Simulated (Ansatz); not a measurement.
# GaH4OSi radical: small, medium and large basis sets

Aim: see how fast density functionals converge with the basis set for GaH4OSi radical.

The runs use Ansatz 0.2.0, Gaussian basis; one geometry, several basis sets.

Plan: PBE0-D4/def2-SVP; ωB97M-V/def2-SVP; PBE0-D4/def2-QZVPP; ωB97M-V/def2-QZVPP; the functionals' def2-TZVPP values are taken from earlier runs.

## (1) The relaxed structure

The geometry comes from an earlier relaxation with PBE0-D4 in a triple-zeta def2 set; it is a stationary point, not always the lowest conformer.

SMILES `[SiH3][O][GaH]`, 7 atoms, charge 0, spin multiplicity 2.

Atoms are counted from 1 here; the program's logs count them from 0.

Bond lengths: Si1–O2 1.632 Å, Si1–H4 1.488 Å, Si1–H5 1.491 Å, Si1–H6 1.488 Å, O2–Ga3 1.793 Å, Ga3–H7 1.605 Å. Angles: O2–Si1–H4 109.9°, O2–Si1–H5 111.5°, O2–Si1–H6 109.9°, H4–Si1–H5 108.4°, H4–Si1–H6 108.7°, H5–Si1–H6 108.3°, Si1–O2–Ga3 142.9°, O2–Ga3–H7 113.7°.

## (2) PBE0-D4 in def2-SVP

in.yaml reads:

```yaml
crystal:
  periodic: [false, false, false]
  atoms:
    - {symbol: Si, position_ang: [-0.907133, 0.576662, -0.244480]}
    - {symbol: O, position_ang: [0.281715, -0.375450, 0.340405]}
    - {symbol: Ga, position_ang: [1.972279, -0.895755, 0.047791]}
    - {symbol: H, position_ang: [-2.098965, -0.248305, -0.578669]}
    - {symbol: H, position_ang: [-0.473737, 1.297357, -1.475813]}
    - {symbol: H, position_ang: [-1.295708, 1.586461, 0.776321]}
    - {symbol: H, position_ang: [2.521549, -1.940970, 1.134446]}
basis:
  gaussian: {orbitals: def2-SVP}
magnetization: {spin_polarized: true, initial_magnetization: 1}
hamiltonian: {xc: pbe0, dispersion: d4}
output: {orbitals: {seedname: orbitals}}
```

After this run come: ωB97M-V in def2-SVP; PBE0-D4 in def2-QZVPP; ωB97M-V in def2-QZVPP.

**Question.** What will the summary of the whole plan be? Wanted: PBE0-D4: double and triple zeta above quadruple; ωB97M-V: double and triple zeta above quadruple.

**Answer**, as computed:

| quantity | value |
| --- | --- |
| PBE0-D4: double and triple zeta above quadruple | 13.80, 1.60 eV |
| ωB97M-V: double and triple zeta above quadruple | 13.78, 1.53 eV |

PBE0-D4 gains 12.20 eV from double to triple zeta, then 1.60 eV more. These are total energies; as a rule much of such shifts cancels in differences, which this series doesn't test.
